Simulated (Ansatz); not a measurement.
This was printed by a script on Ansatz's Python interface, for a single point in a Gaussian basis of CH5GeSSb, SMILES [GeH3][Sb]1[CH2][S]1. What did the script look like? Settings: Hartree-Fock, def2-SVP basis, multiplicity 1.

```xyz
9

Ge   -0.5974    0.9983   -1.1036
Sb    1.5427   -0.2099   -0.4960
C     0.6839   -0.9166    1.3075
S     0.3275   -2.2333    0.1941
H    -1.6609    0.0250   -1.7214
H    -1.2448    1.7113    0.1555
H    -0.3099    2.1431   -2.1612
H    -0.1195   -0.3332    1.6928
H     1.4668   -1.2310    2.1152
```

`python ch5gessb_energy.py` gives:
```text
E = -74898.935715 eV = -2752.4851192 Ha
converged: True  doubts: none
<S^2> = 0.0  all-electron relativity setting: none
passes: {'evaluations': 10, 'products': 22}
occupied orbitals by irrep: [{'A': 41}, {'A': 41}]
largest force 3.9407 eV/A, rms 1.098
dipole (D): 0.966 1.804 0.538, length 2.116
atom  Mulliken   Lowdin
Ge       0.342    0.087
Sb       0.274    0.234
C       -0.299   -0.245
S       -0.251    0.121
H       -0.084   -0.057
H       -0.111   -0.065
H       -0.114   -0.070
H        0.110   -0.023
H        0.133    0.019
Alpha     -18.085 eV  occupation 2
Alpha     -16.643 eV  occupation 2
Alpha     -14.097 eV  occupation 2
Alpha     -12.882 eV  occupation 2
Alpha     -12.818 eV  occupation 2
Alpha     -11.596 eV  occupation 2
Alpha     -10.232 eV  occupation 2
Alpha      -9.492 eV  occupation 2
Alpha      -9.034 eV  occupation 2
Alpha       1.022 eV  occupation 0
Alpha       2.511 eV  occupation 0
Alpha       3.739 eV  occupation 0
Alpha       4.555 eV  occupation 0
Alpha       4.733 eV  occupation 0
Alpha       5.007 eV  occupation 0
Alpha       5.863 eV  occupation 0
```

One script that gives this output:

Script `ch5gessb_energy.py`:
```python
# -*- coding: utf-8 -*-
"""Electronic structure of the CH5GeSSb molecule."""

from pathlib import Path

import ansatz as az
import numpy as np

molecule = (
    az.Crystal.molecule()
    .atom("Ge", [-0.5974, 0.9983, -1.1036])
    .atom("Sb", [1.5427, -0.2099, -0.496])
    .atom("C", [0.6839, -0.9166, 1.3075])
    .atom("S", [0.3275, -2.2333, 0.1941])
    .atom("H", [-1.6609, 0.025, -1.7214])
    .atom("H", [-1.2448, 1.7113, 0.1555])
    .atom("H", [-0.3099, 2.1431, -2.1612])
    .atom("H", [-0.1195, -0.3332, 1.6928])
    .atom("H", [1.4668, -1.231, 2.1152])
)

base = (
    molecule.calculation()
    .basis(gaussian="def2-SVP")
    .functional("HF")
    .forces()
    .orbitals()
)
out = base.run(threads=1, backend="cpu", runs_dir="ch5gessb_runs")
data = out.report

print(f"E = {data['free_energy_ev']:.6f} eV = {data['free_energy_ev'] / 27.211386246:.7f} Ha")
print("converged:", data["converged"], " doubts:", data["published_state_doubts"] or "none")

field = data["mean_field"]
print("<S^2> =", round(abs(field["state"]["spin_squared"]), 4), " all-electron relativity setting:", field["relativity"])
print("passes:", field["passes"])
if "symmetry" in field:
    print("occupied orbitals by irrep:", field["symmetry"]["occupied"])

symbols = [site.symbol for site in molecule.cartesian_sites]
forces = np.array(data["forces_ev_ang"])
print("largest force", round(float(np.linalg.norm(forces, axis=1).max()), 4), "eV/A, rms", round(float(np.sqrt((forces ** 2).mean())), 4))

charges = data["charge_distribution"]
dipole = np.array(charges["dipole_moment_e_ang"]) * 4.803205
print("dipole (D): {:.3f} {:.3f} {:.3f}, length {:.3f}".format(*dipole, np.linalg.norm(dipole)))
print("atom  Mulliken   Lowdin")
for symbol, m, l in zip(symbols, charges["mulliken_charges_e"], charges["lowdin_charges_e"]):
    print(f"{symbol:4s} {m:9.3f} {l:8.3f}")

lines = Path(data["orbitals_path"]).read_text().splitlines()
field_of = lambda key: [line.split("=")[1].strip() for line in lines if line.startswith(key)]
orbitals = [(27.211386 * float(e), s, float(n)) for e, s, n in zip(field_of("Ene="), field_of("Spin="), field_of("Occup="))]
homo = max(e for e, _, n in orbitals if n > 0.5)
lumo = min(e for e, _, n in orbitals if n < 0.5)
for e, spin, n in sorted(orbitals):
    if homo - 10 < e < lumo + 5:
        print(f"{spin:6s} {e:10.3f} eV  occupation {n:.0f}")
```

Caveats:
- Total energies depend on the basis set; only differences at equal settings carry meaning.
- The geometry is a force-field or estimated start, not a minimum of this method, and the basis set is short of its limit.
- def2 sets replace the cores of elements past krypton by effective core potentials.
- The Löwdin charges here are taken after orthogonalising the functions within each atom; they differ from plain Löwdin charges, and their signs can be unphysical.
- Alpha marks a spatial orbital of a restricted run, filled by both spins.
- Levels such as HOMO and LUMO are orbital energies: in Hartree-Fock the gap is too wide and the LUMO hangs on the basis.
- Finished in 4.9 s on 1 thread of Arm Neoverse V1, with other jobs on the host, peak memory 0.35 GiB.
